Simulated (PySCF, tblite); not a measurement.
# C₅H₆ClF: dynamics, then NMR shifts on frames, part 1 of 2

How do NMR shifts of C₅H₆ClF (`C=C/C(F)=C(/C)Cl`) change as the atoms move?

Computed with tblite 0.8.0 and PySCF 2.14.0, with density-fitted response routines of our own, on a single molecule in the gas phase. Atoms count from 0, in the outputs and in this text.

**1. The starting structure**

13 atoms, charge 0, multiplicity 1; geometry from: GFN2-xTB.

Bonds of the start (Å): C0–C1 1.33, C1–C2 1.44, C2–F3 1.36, C2–C4 1.34, C4–C5 1.49, C4–Cl6 1.73, C0–H7 1.08, C0–H8 1.08, C1–H9 1.08, C5–H10 1.09, C5–H11 1.09, C5–H12 1.09.

**2. A short Langevin run with GFN2-xTB**

The job: settings as JSON, then the geometry in Å.

```
{"job": {"kind": "md", "xc": "GFN2-xTB", "basis": "xTB", "temperature": 300, "steps": 2000, "every": 50, "frames": 5}, "charge": 0, "multiplicity": 1}
C     -2.204004     1.464811     0.315391
C     -1.339524     0.538643     0.718711
C     -0.150027     0.186232    -0.021781
F      0.033786     0.873181    -1.180149
C      0.782407    -0.725227     0.291901
C      1.989410    -1.038431    -0.522854
Cl     0.622936    -1.640417     1.747870
H     -3.080832     1.704175     0.889652
H     -2.056521     2.009010    -0.602218
H     -1.486912    -0.007055     1.638360
H      2.892964    -0.855539     0.058071
H      2.006975    -0.420208    -1.416329
H      1.984954    -2.088689    -0.812944
```

Level: GFN2-xTB Langevin dynamics, gas phase.

Started as:

```bash
> OMP_NUM_THREADS=1 python probes_run.py task.json out
```

One launch serves the whole session: the jobs run in the order shown.

What it wrote:

```text
t/fs     T/K      E/eV
    0.0   250.0   -625.90697
   25.0    91.2   -625.61338
   50.0   198.8   -625.72325
   75.0   210.6   -625.61684
  100.0   261.9   -625.57795
  125.0   305.5   -625.44622
  150.0   278.6   -625.56730
  175.0   201.9   -625.43389
  200.0   300.8   -625.44238
  225.0   250.9   -625.51226
  250.0   220.2   -625.59439
  275.0   250.2   -625.61455
  300.0   230.6   -625.57822
  325.0   175.8   -625.54919
  350.0   240.4   -625.53431
  375.0   360.7   -625.47290
  400.0   326.7   -625.38529
  425.0   338.6   -625.42871
  450.0   319.9   -625.44948
  475.0   345.6   -625.51156
  500.0   280.1   -625.22063
  525.0   390.2   -625.44161
  550.0   399.1   -625.48038
  575.0   407.6   -625.57321
  600.0   339.3   -625.59544
  625.0   256.8   -625.50394
  650.0   333.3   -625.59409
  675.0   320.2   -625.53895
  700.0   342.6   -625.49076
  725.0   262.2   -625.20564
  750.0   359.4   -625.34294
  775.0   299.5   -625.49136
  800.0   283.1   -625.59150
  825.0   192.3   -625.53563
  850.0   205.6   -625.61391
  875.0   127.2   -625.50630
  900.0   241.9   -625.65774
  925.0   204.7   -625.46822
  950.0   206.7   -625.39355
  975.0   275.0   -625.37142
 1000.0   326.7   -625.51300
```

Wall time 11 s (1 thread of Arm Neoverse V1, shared host); peak memory 0.18 GiB.

Distance from the start (root mean square after alignment): 0 fs 0.00 Å, 200 fs 0.13 Å, 400 fs 0.37 Å, 600 fs 0.18 Å, 800 fs 0.25 Å, 1000 fs 0.74 Å.

Positions (Å) and forces (eV/Å) at 1000 fs:

```xyz
13

C    -2.939    0.024    2.609    0.144   -1.782   -0.075
C    -2.031   -0.654    1.874   -1.133    1.032    0.669
C    -1.384   -0.163    0.730    1.052    1.233   -0.937
F    -1.615    1.160    0.449   -0.155   -0.284   -0.193
C    -0.469   -0.770   -0.045    0.070   -0.349    0.096
C     0.229   -0.180   -1.230   -0.078    0.217    1.065
Cl    0.037   -2.393    0.392   -0.158    0.414   -0.281
H    -3.386   -0.614    3.336   -0.246   -0.137    0.870
H    -3.458    0.956    2.567    0.628    0.407   -0.738
H    -1.714   -1.648    2.101   -0.236   -0.388    0.429
H     0.224   -0.890   -2.025    0.545   -0.534   -0.446
H     1.220    0.150   -0.887   -0.088   -0.355   -0.502
H    -0.294    0.684   -1.592   -0.346    0.525    0.042
```

**3. Nuclear shieldings: 250 fs, PBE0/pcSseg-1**

The job: settings as JSON, then the geometry in Å.

```
{"job": {"kind": "nmr", "xc": "PBE0", "basis": "pcSseg-1", "pop": false}, "charge": 0, "multiplicity": 1}
C     -2.476900     1.202300     0.694600
C     -1.470300     0.492200     1.154100
C     -0.449000     0.123300     0.200800
F     -0.577400     0.757500    -0.966900
C      0.519100    -0.829000     0.298300
C      1.423800    -1.028600    -0.875800
Cl     0.800700    -1.760400     1.732800
H     -3.273000     1.500700     1.299400
H     -2.584800     1.444100    -0.377300
H     -1.288000     0.256300     2.166800
H      2.449800    -1.183300    -0.527700
H      1.325300    -0.120100    -1.476400
H      1.215300    -1.911500    -1.419800
```

With the program's defaults for keys left out, this is: GIAO PBE0/pcSseg-1 NMR shielding, non-relativistic, gas phase.

What it wrote:

```text
coarse grid: 11864 points
cycle   1  E = -753.4993205076  dE =  9.894e-01  |g| = 5.066e-01  |ddm| = 3.369e+00
cycle   2  E = -753.4575576729  dE =  4.176e-02  |g| = 6.931e-01  |ddm| = 8.949e-01
cycle   3  E = -753.5481382642  dE = -9.058e-02  |g| = 1.237e-01  |ddm| = 6.309e-01
cycle   4  E = -753.5514327524  dE = -3.294e-03  |g| = 4.659e-02  |ddm| = 1.468e-01
cycle   5  E = -753.5519358944  dE = -5.031e-04  |g| = 1.476e-02  |ddm| = 4.794e-02
cycle   6  E = -753.5519828255  dE = -4.693e-05  |g| = 4.270e-03  |ddm| = 1.479e-02
cycle   7  E = -753.5519868898  dE = -4.064e-06  |g| = 1.211e-03  |ddm| = 4.172e-03
final grid: 111624 points
cycle   8  E = -753.5993573043  dE = -3.812e-05  |g| = 6.609e-03  |ddm| = 3.266e-02
cycle   9  E = -753.5993534353  dE =  3.869e-06  |g| = 7.649e-03  |ddm| = 1.327e-02
cycle  10  E = -753.5993675497  dE = -1.411e-05  |g| = 1.519e-03  |ddm| = 8.033e-03
cycle  11  E = -753.5993679964  dE = -4.467e-07  |g| = 3.436e-04  |ddm| = 1.408e-03
cycle  12  E = -753.5993680227  dE = -2.628e-08  |g| = 9.559e-05  |ddm| = 3.446e-04
cycle  13  E = -753.5993680245  dE = -1.875e-09  |g| = 4.558e-05  |ddm| = 1.282e-04
cycle  14  E = -753.5993680250  dE = -5.045e-10  |g| = 1.149e-05  |ddm| = 4.704e-05
converged SCF energy = -753.5993680250

GIAO shielding tensors (ppm)
atom      isotropic    diamagn.    paramagn.     s11        s22        s33       span
  0 C       63.201     251.348    -188.148    -45.103     56.934    177.771    222.873
  1 C       57.943     256.458    -198.515    -58.354     68.797    163.386    221.740
  2 C       20.233     249.811    -229.578    -78.521     58.555     80.665    159.186
  3 F      291.225     476.963    -185.738    233.161    256.761    383.753    150.592
  4 C       54.069     257.794    -203.725    -21.182     72.797    110.593    131.775
  5 C      165.379     246.192     -80.812    145.238    162.051    188.850     43.612
  6 Cl     764.447    1147.512    -383.064    609.572    717.705    966.065    356.493
  7 H       26.768      28.409      -1.641     24.269     26.092     29.943      5.675
  8 H       25.073      30.229      -5.156     22.180     22.839     30.201      8.022
  9 H       25.156      31.340      -6.183     22.466     22.835     30.169      7.703
 10 H       29.930      28.646       1.284     25.256     28.758     35.776     10.519
 11 H       28.327      29.790      -1.463     22.352     29.494     33.137     10.785
 12 H       30.330      29.305       1.025     26.715     27.508     36.766     10.051
```

It took 15 s on 1 thread of Arm Neoverse V1, shared host; peak memory 0.74 GiB.

Shifts follow as δ = σ(reference) − σ, with reference shieldings (ppm) from runs at the same level and on the same kind of geometry: 1H TMS 31.72, 13C TMS 186.9, 19F CFCl3 170.9, 35Cl HCl 950. The references are single molecules in the gas phase, so shifts against H2O, NH3, PH3, H3PO4 or CFCl3 are not on the usual liquid scales and can be off by tens of ppm. Each atom is listed at this fixed geometry, with no averaging over motion; a spectrum would average atoms that exchange fast.

| atoms | environment | σ (ppm) | δ (ppm) |
| --- | --- | --- | --- |
| C2 | fully substituted alkene carbon | 20.2 | 166.7 |
| C4 | fully substituted alkene carbon | 54.1 | 132.9 |
| C1 | alkene CH | 57.9 | 129.0 |
| C0 | terminal =CH2 carbon | 63.2 | 123.7 |
| C5 | allylic methyl carbon | 165.4 | 21.5 |
| H8 | hydrogen on a terminal =CH2 carbon | 25.07 | 6.64 |
| H9 | hydrogen on an alkene CH | 25.16 | 6.56 |
| H7 | hydrogen on a terminal =CH2 carbon | 26.77 | 4.95 |
| H11 | hydrogen on an allylic methyl carbon | 28.33 | 3.39 |
| H10 | hydrogen on an allylic methyl carbon | 29.93 | 1.79 |
| H12 | hydrogen on an allylic methyl carbon | 30.33 | 1.39 |
| F3 | vinylic fluorine | 291.2 | -120.3 |
| Cl6 | chlorine bonded to C | 764 | 185 |

**4. Shielding tensors: 425 fs, PBE0/pcSseg-1**

The job: settings as JSON, then the geometry in Å.

```
{"job": {"kind": "nmr", "xc": "PBE0", "basis": "pcSseg-1", "pop": false}, "charge": 0, "multiplicity": 1}
C     -2.741000     0.697900     1.482900
C     -1.583000     0.011200     1.592500
C     -0.670800    -0.038500     0.499200
F     -0.930800     0.720400    -0.622800
C      0.326300    -0.943700     0.413500
C      1.355000    -0.824200    -0.683800
Cl     0.558900    -2.057300     1.716000
H     -3.475700     0.651000     2.287000
H     -2.903900     1.276500     0.686200
H     -1.397600    -0.478400     2.547400
H      2.363200    -0.897900    -0.214700
H      1.252500     0.020200    -1.340600
H      1.274900    -1.636000    -1.401100
```

Level: GIAO PBE0/pcSseg-1 NMR shielding, non-relativistic, gas phase.

What it wrote:

```text
coarse grid: 11864 points
cycle   1  E = -753.4871870823  dE =  9.070e-01  |g| = 5.162e-01  |ddm| = 3.364e+00
cycle   2  E = -753.4233081069  dE =  6.388e-02  |g| = 7.676e-01  |ddm| = 1.007e+00
cycle   3  E = -753.5380305827  dE = -1.147e-01  |g| = 1.362e-01  |ddm| = 7.271e-01
cycle   4  E = -753.5421695923  dE = -4.139e-03  |g| = 5.098e-02  |ddm| = 1.603e-01
cycle   5  E = -753.5427741588  dE = -6.046e-04  |g| = 1.679e-02  |ddm| = 5.184e-02
cycle   6  E = -753.5428332581  dE = -5.910e-05  |g| = 4.473e-03  |ddm| = 1.662e-02
cycle   7  E = -753.5428377561  dE = -4.498e-06  |g| = 1.278e-03  |ddm| = 4.582e-03
final grid: 111624 points
cycle   8  E = -753.5913422266  dE = -3.759e-05  |g| = 7.240e-03  |ddm| = 3.280e-02
cycle   9  E = -753.5913346383  dE =  7.588e-06  |g| = 9.408e-03  |ddm| = 1.506e-02
cycle  10  E = -753.5913540146  dE = -1.938e-05  |g| = 1.830e-03  |ddm| = 9.093e-03
cycle  11  E = -753.5913546500  dE = -6.355e-07  |g| = 4.539e-04  |ddm| = 1.690e-03
cycle  12  E = -753.5913546982  dE = -4.823e-08  |g| = 1.587e-04  |ddm| = 5.152e-04
cycle  13  E = -753.5913547040  dE = -5.734e-09  |g| = 5.157e-05  |ddm| = 1.717e-04
cycle  14  E = -753.5913547046  dE = -5.989e-10  |g| = 1.485e-05  |ddm| = 5.651e-05
converged SCF energy = -753.5913547046

GIAO shielding tensors (ppm)
atom      isotropic    diamagn.    paramagn.     s11        s22        s33       span
  0 C       57.515     251.513    -193.998    -63.431     58.285    177.690    241.122
  1 C       48.385     255.485    -207.101    -84.562     69.773    159.944    244.507
  2 C       16.445     248.009    -231.564    -79.982     60.372     68.945    148.927
  3 F      299.110     477.168    -178.058    220.895    303.703    372.732    151.838
  4 C       52.166     258.220    -206.053    -27.769     78.413    105.856    133.625
  5 C      165.265     244.560     -79.295    150.082    155.806    189.905     39.823
  6 Cl     746.290    1147.416    -401.126    603.769    685.627    949.476    345.707
  7 H       25.765      26.767      -1.002     22.672     24.893     29.730      7.058
  8 H       26.795      33.777      -6.982     21.504     26.111     32.769     11.266
  9 H       23.887      30.112      -6.225     19.972     20.669     31.019     11.047
 10 H       29.344      27.562       1.782     24.335     28.067     35.631     11.295
 11 H       29.017      30.395      -1.379     23.956     28.851     34.243     10.286
 12 H       29.720      28.091       1.629     25.736     27.170     36.253     10.516
```

Wall time 14 s (1 thread of Arm Neoverse V1, shared host); peak memory 0.79 GiB.

Key values: δ C2 170.5, C1 138.5, C4 134.8, C0 129.4, H9 7.83, H7 5.95 ppm.

(Continued in part 2 of 2.)
